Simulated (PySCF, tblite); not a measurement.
# C₅H₆N₂O: a rotation path, then NMR shifts on frames, part 2 of 2

tblite 0.8.0 and PySCF 2.14.0. Atoms count from 0. Earlier steps stand in the parts before.

## (5) NMR shieldings: image 5, PBE0/pcSseg-1

The job: settings as JSON, then the geometry in Å.

```
{"job": {"kind": "nmr", "xc": "PBE0", "basis": "pcSseg-1", "pop": false}, "charge": 0, "multiplicity": 1}
O      2.751700    -0.633300     0.278100
C      1.993200     0.393700    -0.327200
C      0.511600     0.198300    -0.166000
N     -0.037700    -0.855100    -0.756500
C     -1.339800    -1.023400    -0.609700
C     -2.116600    -0.151300     0.140400
C     -1.439700     0.903000     0.736400
N     -0.138200     1.079700     0.582700
H      2.193500    -1.124500     0.888300
H      2.242500     0.385600    -1.394300
H      2.265500     1.365500     0.104200
H     -1.763600    -1.883200    -1.113000
H     -3.179000    -0.286800     0.255800
H     -1.944000     1.631400     1.358700
```

With the program's defaults for keys left out, this is: GIAO PBE0/pcSseg-1 NMR shielding, non-relativistic, gas phase.

Log:

```text
coarse grid: 12360 points
cycle   1  E = -378.2300265479  dE =  1.508e+00  |g| = 6.768e-01  |ddm| = 3.522e+00
cycle   2  E = -378.1509552105  dE =  7.907e-02  |g| = 9.579e-01  |ddm| = 1.177e+00
cycle   3  E = -378.3179374597  dE = -1.670e-01  |g| = 6.663e-02  |ddm| = 6.762e-01
cycle   4  E = -378.3187262711  dE = -7.888e-04  |g| = 2.821e-02  |ddm| = 8.147e-02
cycle   5  E = -378.3188826822  dE = -1.564e-04  |g| = 1.202e-02  |ddm| = 3.058e-02
cycle   6  E = -378.3189101686  dE = -2.749e-05  |g| = 4.540e-03  |ddm| = 1.225e-02
cycle   7  E = -378.3189149759  dE = -4.807e-06  |g| = 8.883e-04  |ddm| = 4.361e-03
final grid: 121464 points
cycle   8  E = -378.3731008284  dE = -3.376e-05  |g| = 8.857e-03  |ddm| = 2.835e-02
cycle   9  E = -378.3730906012  dE =  1.023e-05  |g| = 1.174e-02  |ddm| = 1.507e-02
cycle  10  E = -378.3731169049  dE = -2.630e-05  |g| = 1.409e-03  |ddm| = 8.316e-03
cycle  11  E = -378.3731173265  dE = -4.216e-07  |g| = 3.514e-04  |ddm| = 1.291e-03
cycle  12  E = -378.3731173490  dE = -2.253e-08  |g| = 1.906e-04  |ddm| = 4.472e-04
cycle  13  E = -378.3731173573  dE = -8.334e-09  |g| = 2.406e-05  |ddm| = 1.726e-04
cycle  14  E = -378.3731173574  dE = -6.901e-11  |g| = 1.630e-05  |ddm| = 3.079e-05
converged SCF energy = -378.3731173574

GIAO shielding tensors (ppm)
atom      isotropic    diamagn.    paramagn.     s11        s22        s33       span
  0 O      295.841     385.937     -90.095    236.364    278.095    373.064    136.700
  1 C      112.546     240.227    -127.681     94.941    109.325    133.371     38.430
  2 C       10.167     257.715    -247.548    -76.058    -21.137    127.697    203.755
  3 N      -69.033     332.719    -401.753   -340.449   -158.968    292.318    632.767
  4 C       22.501     250.401    -227.899    -92.356      9.808    150.051    242.408
  5 C       61.718     261.288    -199.570    -54.870     60.509    179.514    234.383
  6 C       23.201     250.407    -227.206    -90.825     10.901    149.526    240.352
  7 N      -68.034     332.484    -400.518   -328.100   -155.067    279.065    607.165
  8 H       31.308      32.565      -1.257     23.375     30.468     40.082     16.707
  9 H       26.348      27.437      -1.089     24.195     25.286     29.564      5.369
 10 H       26.390      28.185      -1.795     22.759     25.322     31.089      8.330
 11 H       22.539      30.228      -7.689     18.664     22.492     26.463      7.799
 12 H       24.471      31.004      -6.533     22.794     23.399     27.221      4.427
 13 H       22.679      30.115      -7.436     18.842     22.667     26.527      7.686
```

Run time: 14 s. Hardware: 1 thread of Arm Neoverse V2, shared host; peak memory 0.76 GiB.

Key values: δ C2 176.8, C4 164.4, C6 163.7, C5 125.2, H11 9.18, H13 9.04 ppm.

## (6) NMR shieldings: image 6, PBE0/pcSseg-1

The job: settings as JSON, then the geometry in Å.

```
{"job": {"kind": "nmr", "xc": "PBE0", "basis": "pcSseg-1", "pop": false}, "charge": 0, "multiplicity": 1}
O      2.720400    -0.637200     0.335600
C      1.996900     0.430900    -0.222900
C      0.512600     0.237900    -0.083000
N      0.016000    -0.893700    -0.572600
C     -1.290100    -1.072400    -0.478600
C     -2.117000    -0.143700     0.137100
C     -1.489600     0.984300     0.646200
N     -0.188000     1.182700     0.523500
H      2.199000    -1.439800     0.214400
H      2.229500     0.530100    -1.296500
H      2.299700     1.343900     0.292700
H     -1.674800    -1.987800    -0.910800
H     -3.180300    -0.293000     0.220700
H     -2.035000     1.757300     1.172000
```

With the program's defaults for keys left out, this is: GIAO PBE0/pcSseg-1 NMR shielding, non-relativistic, gas phase.

Log:

```text
coarse grid: 12360 points
cycle   1  E = -378.2384647633  dE =  1.514e+00  |g| = 6.695e-01  |ddm| = 3.525e+00
cycle   2  E = -378.1633799610  dE =  7.508e-02  |g| = 9.417e-01  |ddm| = 1.277e+00
cycle   3  E = -378.3241181246  dE = -1.607e-01  |g| = 6.442e-02  |ddm| = 7.633e-01
cycle   4  E = -378.3248414692  dE = -7.233e-04  |g| = 2.871e-02  |ddm| = 7.764e-02
cycle   5  E = -378.3250069881  dE = -1.655e-04  |g| = 1.197e-02  |ddm| = 3.108e-02
cycle   6  E = -378.3250356299  dE = -2.864e-05  |g| = 4.528e-03  |ddm| = 1.254e-02
cycle   7  E = -378.3250405284  dE = -4.898e-06  |g| = 8.227e-04  |ddm| = 4.159e-03
final grid: 121464 points
cycle   8  E = -378.3786585727  dE = -3.484e-05  |g| = 8.802e-03  |ddm| = 2.951e-02
cycle   9  E = -378.3786486419  dE =  9.931e-06  |g| = 1.165e-02  |ddm| = 1.552e-02
cycle  10  E = -378.3786742335  dE = -2.559e-05  |g| = 1.360e-03  |ddm| = 8.872e-03
cycle  11  E = -378.3786746242  dE = -3.907e-07  |g| = 3.354e-04  |ddm| = 1.272e-03
cycle  12  E = -378.3786746442  dE = -2.001e-08  |g| = 1.871e-04  |ddm| = 4.365e-04
cycle  13  E = -378.3786746524  dE = -8.205e-09  |g| = 2.354e-05  |ddm| = 1.731e-04
cycle  14  E = -378.3786746525  dE = -6.150e-11  |g| = 1.647e-05  |ddm| = 3.121e-05
converged SCF energy = -378.3786746525

GIAO shielding tensors (ppm)
atom      isotropic    diamagn.    paramagn.     s11        s22        s33       span
  0 O      307.608     387.614     -80.005    238.335    300.042    384.448    146.113
  1 C      114.468     240.813    -126.345    101.263    103.901    138.241     36.977
  2 C        8.947     257.927    -248.980    -76.375    -23.957    127.173    203.548
  3 N      -54.616     333.997    -388.613   -305.919   -155.046    297.117    603.036
  4 C       23.020     250.162    -227.142    -91.197      9.873    150.384    241.580
  5 C       62.182     261.208    -199.027    -53.610     61.402    178.753    232.364
  6 C       23.055     250.379    -227.324    -90.776     10.144    149.798    240.574
  7 N      -63.766     332.180    -395.946   -321.500   -151.146    281.348    602.849
  8 H       30.304      32.333      -2.030     20.162     28.608     42.141     21.979
  9 H       26.423      27.702      -1.279     23.460     25.654     30.155      6.695
 10 H       26.657      28.030      -1.373     22.911     25.737     31.324      8.413
 11 H       22.646      30.277      -7.630     18.682     22.743     26.514      7.832
 12 H       24.489      30.979      -6.490     22.784     23.459     27.225      4.440
 13 H       22.709      29.991      -7.281     18.853     22.742     26.533      7.679
```

Wall time 15 s (1 thread of Arm Neoverse V2, shared host); peak memory 0.76 GiB.

In short: δ C2 178.0, C4 163.9, C6 163.9, C5 124.7, H11 9.07, H13 9.01 ppm.

## (7) NMR shieldings: image 8, PBE0/pcSseg-1

The job: settings as JSON, then the geometry in Å.

```
{"job": {"kind": "nmr", "xc": "PBE0", "basis": "pcSseg-1", "pop": false}, "charge": 0, "multiplicity": 1}
O      2.701600    -0.757000    -0.357900
C      2.013600     0.425600    -0.067900
C      0.529700     0.234400     0.009800
N      0.076500    -0.988700    -0.239900
C     -1.231200    -1.178300    -0.176000
C     -2.106200    -0.149900     0.135700
C     -1.526600     1.090100     0.375500
N     -0.221800     1.284300     0.314100
H      2.032200    -1.444500    -0.498200
H      2.226300     1.180300    -0.839900
H      2.368100     0.830800     0.889700
H     -1.571700    -2.185100    -0.382700
H     -3.171000    -0.302700     0.189500
H     -2.120200     1.960000     0.626000
```

Method: GIAO PBE0/pcSseg-1 NMR shielding, non-relativistic, gas phase.

Log:

```text
coarse grid: 12360 points
cycle   1  E = -378.2436190706  dE =  1.531e+00  |g| = 6.742e-01  |ddm| = 3.538e+00
cycle   2  E = -378.1649326457  dE =  7.869e-02  |g| = 9.535e-01  |ddm| = 1.279e+00
cycle   3  E = -378.3298204892  dE = -1.649e-01  |g| = 6.420e-02  |ddm| = 7.760e-01
cycle   4  E = -378.3304899552  dE = -6.695e-04  |g| = 3.388e-02  |ddm| = 8.305e-02
cycle   5  E = -378.3307297145  dE = -2.398e-04  |g| = 1.378e-02  |ddm| = 3.804e-02
cycle   6  E = -378.3307710828  dE = -4.137e-05  |g| = 4.282e-03  |ddm| = 1.417e-02
cycle   7  E = -378.3307754107  dE = -4.328e-06  |g| = 8.083e-04  |ddm| = 3.869e-03
final grid: 121464 points
cycle   8  E = -378.3841305283  dE = -3.586e-05  |g| = 8.888e-03  |ddm| = 2.923e-02
cycle   9  E = -378.3841201834  dE =  1.034e-05  |g| = 1.180e-02  |ddm| = 1.537e-02
cycle  10  E = -378.3841463614  dE = -2.618e-05  |g| = 1.374e-03  |ddm| = 8.976e-03
cycle  11  E = -378.3841467625  dE = -4.011e-07  |g| = 3.665e-04  |ddm| = 1.300e-03
cycle  12  E = -378.3841467882  dE = -2.570e-08  |g| = 1.840e-04  |ddm| = 4.509e-04
cycle  13  E = -378.3841467960  dE = -7.752e-09  |g| = 2.575e-05  |ddm| = 1.681e-04
cycle  14  E = -378.3841467960  dE = -7.003e-11  |g| = 1.846e-05  |ddm| = 3.534e-05
converged SCF energy = -378.3841467960

GIAO shielding tensors (ppm)
atom      isotropic    diamagn.    paramagn.     s11        s22        s33       span
  0 O      331.422     387.517     -56.095    293.804    307.566    392.898     99.094
  1 C      118.388     241.743    -123.355     94.089    105.747    155.329     61.240
  2 C        9.074     258.238    -249.164    -74.445    -25.145    126.813    201.259
  3 N      -39.487     334.199    -373.686   -273.566   -149.946    305.051    578.618
  4 C       24.796     249.193    -224.397    -88.093     11.837    150.644    238.737
  5 C       63.379     261.050    -197.671    -51.142     63.367    177.914    229.056
  6 C       22.991     250.064    -227.074    -91.091      9.744    150.319    241.409
  7 N      -60.612     332.554    -393.166   -323.917   -150.789    292.872    616.789
  8 H       27.988      32.932      -4.944     15.873     26.306     41.784     25.911
  9 H       26.360      27.417      -1.058     21.239     26.313     31.526     10.287
 10 H       26.375      27.448      -1.073     21.274     26.305     31.546     10.273
 11 H       22.742      30.188      -7.447     18.631     22.972     26.623      7.992
 12 H       24.504      30.906      -6.402     22.730     23.621     27.161      4.431
 13 H       22.659      29.830      -7.172     18.767     22.775     26.435      7.669
```

Wall time 15 s (1 thread of Arm Neoverse V2, shared host); peak memory 0.76 GiB.

Key values: δ C2 177.9, C6 163.9, C4 162.1, C5 123.5, H13 9.06, H11 8.98 ppm.

## (8) Side by side: NMR shifts

Shifts (ppm) of some atoms, chosen among heavy atoms and hydrogens apart, with basis size and wall time:

```tsv
frame	C4	C1	H9	H8	O0	N3	N7	functions	time
image 0	163.9	68.6	5.35	3.73	4.8	328.3	307.2	166	19 s
image 2	163.7	72.2	5.00	1.74	29.0	330.4	322.0	166	15 s
image 5	164.4	74.4	5.37	0.41	40.2	336.8	335.8	166	14 s
image 6	163.9	72.5	5.29	1.41	28.5	322.3	331.5	166	15 s
image 8	162.1	68.5	5.36	3.73	4.7	307.2	328.3	166	15 s
```

## (9) Summary of results

This closing draws on all 2 parts.

| quantity | value |
| --- | --- |
| barrier | 0.203 eV (4.7 kcal/mol) at image 5 |
| end to end (GFN2-xTB) | 0.000 eV |
| 13C shifts against TMS (PBE0/pcSseg-1, image 0) | 177.9, 163.9, 162.1, 123.5, 68.6 ppm |
| 1H shifts against TMS (PBE0/pcSseg-1, image 0) | 9.06, 8.98, 7.21, 5.35, 5.35, 3.73 ppm |
| 17O shifts against H2O (PBE0/pcSseg-1, image 0) | 4.8 ppm |
| 15N shifts against NH3 (PBE0/pcSseg-1, image 0) | 328.3, 307.2 ppm |
| surface potential, 1st and 99th percentile | -1.86 V and 1.38 V |
| range of the shift of O0 | 4.7 to 40.2 ppm |

What this shows: Along the band the dihedral turns by 176°, and the top (dihedral -65°) lies 4.7 kcal/mol above the start (GFN2-xTB, rough), so at room temperature this motion is fast. The top was not checked by a frequency run. Shifts at one fixed geometry are not the observed spectrum, which averages over the motion. In the first frame run (image 0): The largest span, 617 ppm, is at N3, where the paramagnetic term is -393 ppm. NICS(1)zz of -27 ppm above the planar ring from C2 marks a diatropic (aromatic) ring current. At PBE0/pcSseg-1, counted by nearest atom on the grid, the HOMO lies on O0 59 %; H9, H10 about 10 % each, the LUMO on C4, C6 about 23 % each; N3 20 %. Across the 5 runs the shift of O0 moves most, between 4.7 (image 8) and 40.2 ppm (image 5).
